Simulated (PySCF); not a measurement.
# C₄H₇BCl₂Si: electronic excitations

What electronic excitations should C₄H₇BCl₂Si (`CC=C=C[SiH2]B(Cl)Cl`) show?

Computed with PySCF 2.14.0, with density-fitted response routines of our own, on a single molecule in the gas phase. Atoms are numbered from 0 throughout.

### 1 The starting structure

15 atoms, charge 0, multiplicity 1; geometry from: GFN2-xTB.

Bonds of the start (Å): C0–C1 1.50, C1–C2 1.30, C2–C3 1.30, C3–Si4 1.89, Si4–B5 1.99, B5–Cl6 1.72, B5–Cl7 1.72, C0–H8 1.09, C0–H9 1.09, C0–H10 1.09, C1–H11 1.08, C3–H12 1.08, Si4–H13 1.47, Si4–H14 1.47.

### 2 Excited states and response: PBE0/def2-SVPD

What the job is given:

```
{"job": {"kind": "uv", "xc": "PBE0", "basis": "def2-SVPD", "nstates": 8, "ntriplets": 3}, "charge": 0, "multiplicity": 1}
C     -1.334584     2.064344     0.719306
C     -1.533790     0.584252     0.577452
C     -0.630454    -0.304255     0.854959
C      0.313459    -1.173815     1.052980
Si     1.507597    -1.734108    -0.306023
B      1.267506    -0.559500    -1.895224
Cl     2.525070     0.454492    -2.494957
Cl    -0.249278    -0.451553    -2.703262
H     -2.046811     2.474923     1.434792
H     -0.325747     2.287877     1.057683
H     -1.503016     2.553361    -0.240242
H     -2.510803     0.267843     0.234316
H      0.430597    -1.619488     2.032065
H      1.223471    -3.153901    -0.574753
H      2.862367    -1.682482     0.264927
```

Method: TDDFT PBE0/def2-SVPD, vertical, gas phase, core orbitals frozen in the response.

Launch:

```
$ OMP_NUM_THREADS=1 python probes_run.py task.json out
```

One launch serves the whole session: the jobs run in the order shown.

What will the session give for the following? lowest singlet (PBE0/def2-SVPD); brightest single state of those computed; lowest triplet. Wanted: lowest singlet; brightest single state of those computed; lowest triplet.

**Answer**, as computed:

| quantity | value |
| --- | --- |
| lowest singlet (PBE0/def2-SVPD) | 3.93 eV (316 nm), f = 0.016 |
| brightest single state of those computed | state 8, 6.51 eV, f = 0.048 |
| lowest triplet | 3.66 eV |

**Reading.** The lowest singlet, at 3.93 eV, is HOMO→LUMO 0.99 and is weak; of the 8 states computed, the strongest absorption comes from state 8 at 6.51 eV (the last computed, so partners may be missing). The lowest triplet lies 0.26 eV below the lowest singlet (triplets in Tamm-Dancoff, singlets in full TDDFT).
